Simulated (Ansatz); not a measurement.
# CH6FInSi: basis-set convergence

The task here is to estimate one member of a computed series from the others.

The runs use Ansatz 0.2.0, Gaussian basis; one geometry, several basis sets.

The runs, in order: PBE0-D4/def2-SVP; ωB97M-V/def2-SVP; PBE0-D4/def2-QZVPP; ωB97M-V/def2-QZVPP; the functionals' def2-TZVPP values are taken from earlier runs.

## The relaxed structure

The geometry comes from an earlier relaxation with PBE0-D4 in a triple-zeta def2 set; it is a stationary point, not always the lowest conformer. In takes the def2 core potential; no spin-orbit term is included.

SMILES `[CH3][In]([F])[SiH3]`, 10 atoms, charge 0, spin multiplicity 1.

Atoms are counted from 1 here; the program's logs count them from 0.

Bond lengths: C1–In2 2.137 Å, C1–H5 1.091 Å, C1–H6 1.091 Å, C1–H7 1.089 Å, In2–F3 1.977 Å, In2–Si4 2.561 Å, Si4–H8 1.487 Å, Si4–H9 1.488 Å, Si4–H10 1.487 Å. Angles: In2–C1–H5 108.5°, In2–C1–H6 108.5°, In2–C1–H7 112.2°, H5–C1–H6 108.3°, H5–C1–H7 109.5°, H6–C1–H7 109.7°, C1–In2–F3 108.0°, C1–In2–Si4 143.9°, F3–In2–Si4 108.1°, In2–Si4–H8 109.4°, In2–Si4–H9 111.7°, In2–Si4–H10 109.4°, H8–Si4–H9 108.7°, H8–Si4–H10 109.0°, H9–Si4–H10 108.6°.

The first run:

in.yaml

```yaml
crystal:
  periodic: [false, false, false]
  atoms:
    - {symbol: C, position_ang: [0.236090, 1.964643, -1.046510]}
    - {symbol: In, position_ang: [0.374389, -0.046687, -0.337405]}
    - {symbol: F, position_ang: [1.811049, -0.952633, -1.348382]}
    - {symbol: Si, position_ang: [-0.613612, -1.726729, 1.323698]}
    - {symbol: H, position_ang: [1.185936, 2.466368, -0.854075]}
    - {symbol: H, position_ang: [0.073755, 1.940904, -2.125142]}
    - {symbol: H, position_ang: [-0.571052, 2.515649, -0.565840]}
    - {symbol: H, position_ang: [0.456083, -2.204795, 2.239102]}
    - {symbol: H, position_ang: [-1.700898, -1.119618, 2.137806]}
    - {symbol: H, position_ang: [-1.168738, -2.888301, 0.579547]}
basis:
  gaussian: {orbitals: def2-SVP}
hamiltonian: {xc: pbe0, dispersion: d4}
output: {orbitals: {seedname: orbitals}}
```

Among the steps run: PBE0-D4 in def2-SVP; ωB97M-V in def2-SVP; PBE0-D4 in def2-QZVPP; ωB97M-V in def2-QZVPP.

One of the session's tables, all rows but one given; the rest of the session is left out.

It belongs to the step «Density functionals: the series». 

```
functional       basis  HOMO (eV)  LUMO (eV)
   PBE0-D4    def2-SVP      -7.48      -1.61
   PBE0-D4  def2-TZVPP      -7.52      -1.72
   PBE0-D4  def2-QZVPP      -7.54      -1.74
   ωB97M-V    def2-SVP      -9.47       0.02
   ωB97M-V  def2-TZVPP      -9.54      -0.19
   ωB97M-V  def2-QZVPP          ?          ?
```

Estimate the missing values for ωB97M-V, def2-QZVPP.

**Answer.** HOMO (eV): -9.55; LUMO (eV): -0.25. In the column «HOMO (eV)» it is the lowest.
